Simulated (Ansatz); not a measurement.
What does this script print? It uses the Python package of Ansatz (0.2.0).

`c2h7nosn_methods.py`
```python
'''One geometry of C2H7NOSn, method by method.'''

from pathlib import Path
import warnings

import ansatz as az
from ase import Atoms
import numpy as np

warnings.simplefilter('ignore', az.DeckWarning)

atoms = Atoms(['C', 'O', 'C', 'N', 'Sn', 'H', 'H', 'H', 'H', 'H', 'H', 'H'], positions=[
    (-1.5382, 0.8716, 1.1316),
    (-0.4446, 0.8273, 0.2788),
    (0.1206, -0.3726, -0.1363),
    (-0.2172, -1.5199, 0.2554),
    (1.8654, -0.3032, -1.3819),
    (-1.8445, 2.0004, 1.2714),
    (-2.4233, 0.4096, 0.6458),
    (-1.3326, 0.4752, 2.1014),
    (-1.1184, -1.6305, 0.9206),
    (1.9082, -1.7165, -2.3612),
    (1.7804, 1.1413, -2.3404),
    (3.3213, -0.2378, -0.3512),
])
mol = az.Crystal.molecule_from_ase(atoms)

calc = mol.calculation().basis(gaussian='def2-SVP')

print('functional    E (Ha)        dipole (D)   HOMO (eV)  LUMO (eV)')
for name in ['r2scan', 'b3lyp', 'revpbe', 'hse06', 'lda']:
    data = calc.functional(name).forces().orbitals().run(runs_dir='runs').report
    lines = Path(data['orbitals_path']).read_text().splitlines()
    field_of = lambda key: [line.split('=')[1].strip() for line in lines if line.startswith(key)]
    orbitals = [(27.211386 * float(e), s, float(n)) for e, s, n in zip(field_of('Ene='), field_of('Spin='), field_of('Occup='))]
    homo = max(e for e, _, n in orbitals if n > 0.5)
    lumo = min(e for e, _, n in orbitals if n < 0.5)
    dipole = 4.803205 * np.linalg.norm(data['charge_distribution']['dipole_moment_e_ang'])
    print(f'{name:10s} {data["free_energy_ev"] / 27.211386246:14.6f} {dipole:9.3f} {homo:11.3f} {lumo:10.3f}')
```

```console
$ python c2h7nosn_methods.py
functional    E (Ha)        dipole (D)   HOMO (eV)  LUMO (eV)
r2scan        -424.418767     2.085      -6.177     -0.767
b3lyp         -424.534801     2.016      -7.024     -0.175
revpbe        -424.446044     2.066      -5.788     -0.844
hse06         -424.211530     2.050      -6.909     -0.352
lda           -422.384665     2.206      -5.896     -1.098
```

Total energies depend on the basis set; only differences at equal settings carry meaning. The geometry is a force-field or estimated start, not a minimum of this method, and the basis set is short of its limit. A lower total doesn't mark the better method: functionals have no common bound, and MP2 and coupled cluster aren't variational. def2 sets replace the cores of elements past krypton by effective core potentials. b3lyp holds the VWN-RPA fit, as in Gaussian; the form of ORCA and Turbomole is b3lyp5. Levels such as HOMO and LUMO are orbital energies: with these approximate functionals they aren't the ionisation energy and electron affinity, and their gap isn't the fundamental gap. hse06 follows the composition of plane-wave codes, whose totals differ by tens of mHa, up to about 0.1 Ha, from the form usual in Gaussian-basis programs (wpbeh). Timing: 28 s on 1 thread of Arm Neoverse V2, with other jobs on the host, peak memory 0.37 GiB.
